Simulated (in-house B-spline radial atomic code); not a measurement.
**Rb⁵⁺: excited configurations**

Wanted: excitation energies of Rb⁵⁺ as differences of total energies (ΔSCF).

Method: scalar-relativistic (spin-free one-electron X2C) revTPSS, spin-polarised, spherical fractional occupations, Fermi nucleus, basis-set limit. Code: in-house B-spline radial atomic code version 1.

### 1 The atom as given

| Property | Result |
| --- | --- |
| element | rubidium (Z = 37) |
| charge | +5 |
| electrons | 32 |
| configuration | [Ar] 3d10 4s2 4p2 |
| Hamiltonian | scalar-relativistic (X2C) |
| nucleus | Fermi, rms radius 4.204 fm |

Outer shells as boxes (Hund's rule):

[Ar] 3d10 4s2 4p2
```
[Ar] core
3d [↑↓][↑↓][↑↓][↑↓][↑↓]
4s [↑↓]
4p [↑ ][↑ ][  ]
```

Where spins are not typed, each open shell is filled with up spins first.

### 2 Reference run

Input settings:

```ini
Z = 37
electrons = 32.0
configuration = [Ar] 3d10 4s2 4p2
hamiltonian = x2c
method = revtpss,revtpss
spin_polarised = True
nucleus = fermi
rms_radius = 4.2036
mass_number = 85
atomic_mass = 84.91178973604
speed_of_light = 137.035999084
```

### 3 Configuration [Ne] 3s2 3p5 3d10 4s2 4p2 4d1

Settings: those of step 2 with these lines changed.

```diff
@@ -2,3 +2,3 @@
 electrons = 32.0
-configuration = [Ar] 3d10 4s2 4p2
+configuration = [Ne] 3s2 3p5 3d10 4s2 4p2 4d1
 hamiltonian = x2c
```

### 4 Run with [Ne] 3s2 3p5 3d10 4s2 4p2 5d1

Settings: those of step 3 with these lines changed.

```diff
@@ -2,3 +2,3 @@
 electrons = 32.0
-configuration = [Ne] 3s2 3p5 3d10 4s2 4p2 4d1
+configuration = [Ne] 3s2 3p5 3d10 4s2 4p2 5d1
 hamiltonian = x2c
```

### 5 [Ar] 3d10 4s1 4p2 5d1

Settings: those of step 4 with these lines changed.

```diff
@@ -2,3 +2,3 @@
 electrons = 32.0
-configuration = [Ne] 3s2 3p5 3d10 4s2 4p2 5d1
+configuration = [Ar] 3d10 4s1 4p2 5d1
 hamiltonian = x2c
```

### 6 Configuration [Ar] 3d10 4s1 4p3

Settings: those of step 5 with these lines changed.

```diff
@@ -2,3 +2,3 @@
 electrons = 32.0
-configuration = [Ar] 3d10 4s1 4p2 5d1
+configuration = [Ar] 3d10 4s1 4p3
 hamiltonian = x2c
```

### 7 Run with [Ar] 3d10 4s1 4p2 5s1

Settings: those of step 6 with these lines changed.

```diff
@@ -2,3 +2,3 @@
 electrons = 32.0
-configuration = [Ar] 3d10 4s1 4p3
+configuration = [Ar] 3d10 4s1 4p2 5s1
 hamiltonian = x2c
```

### 8 Configuration [Ar] 3d9 4s2 4p2 5f1

Settings: those of step 7 with these lines changed.

```diff
@@ -2,3 +2,3 @@
 electrons = 32.0
-configuration = [Ar] 3d10 4s1 4p2 5s1
+configuration = [Ar] 3d9 4s2 4p2 5f1
 hamiltonian = x2c
```

### 9 Configuration [Ar] 3d10 4s1 4p2 4f1

Settings: those of step 8 with these lines changed.

```diff
@@ -2,3 +2,3 @@
 electrons = 32.0
-configuration = [Ar] 3d9 4s2 4p2 5f1
+configuration = [Ar] 3d10 4s1 4p2 4f1
 hamiltonian = x2c
```

### 10 Run with [Ne] 3s2 3p5 3d10 4s2 4p2 5p1

Settings: those of step 9 with these lines changed.

```diff
@@ -2,3 +2,3 @@
 electrons = 32.0
-configuration = [Ar] 3d10 4s1 4p2 4f1
+configuration = [Ne] 3s2 3p5 3d10 4s2 4p2 5p1
 hamiltonian = x2c
```

Before running: How far above the reference does each configuration lie (order and size, in eV)?

The runs gave:

| net move | configuration | 2|M_S|+1 | energy above the reference (eV) | largest <r> (bohr) |
| --- | --- | --- | --- | --- |
| 4s → 4p | [Ar] 3d10 4s1 4p3 | 5 | 13.401 | 1.45 |
| 4s → 5s | [Ar] 3d10 4s1 4p2 5s1 | 5 | 52.239 | 2.70 |
| 4s → 4f | [Ar] 3d10 4s1 4p2 4f1 | 5 | 64.419 | 2.45 |
| 4s → 5d | [Ar] 3d10 4s1 4p2 5d1 | 5 | 67.920 | 3.61 |
| 3d → 5f | [Ar] 3d9 4s2 4p2 5f1 | 5 | 168.22 | 4.51 |
| 3p → 4d | [Ne] 3s2 3p5 3d10 4s2 4p2 4d1 | 5 | 253.46 | 1.71 |
| 3p → 5p | [Ne] 3s2 3p5 3d10 4s2 4p2 5p1 | 5 | 271.58 | 2.94 |
| 3p → 5d | [Ne] 3s2 3p5 3d10 4s2 4p2 5d1 | 5 | 281.04 | 3.54 |

What this shows: The lowest of them is 4s → 4p at 13.401 eV and the highest 3p → 5d at 281.04 eV. 4 of them lie more than 60 % above minus the reference's highest level (76.462 eV), in the range where a state can decay by emitting an electron. The reference has 2|M_S|+1 = 3; 8 of the configurations differ from it in spin. These are spherical averages at the typed spins, not spectroscopic levels.
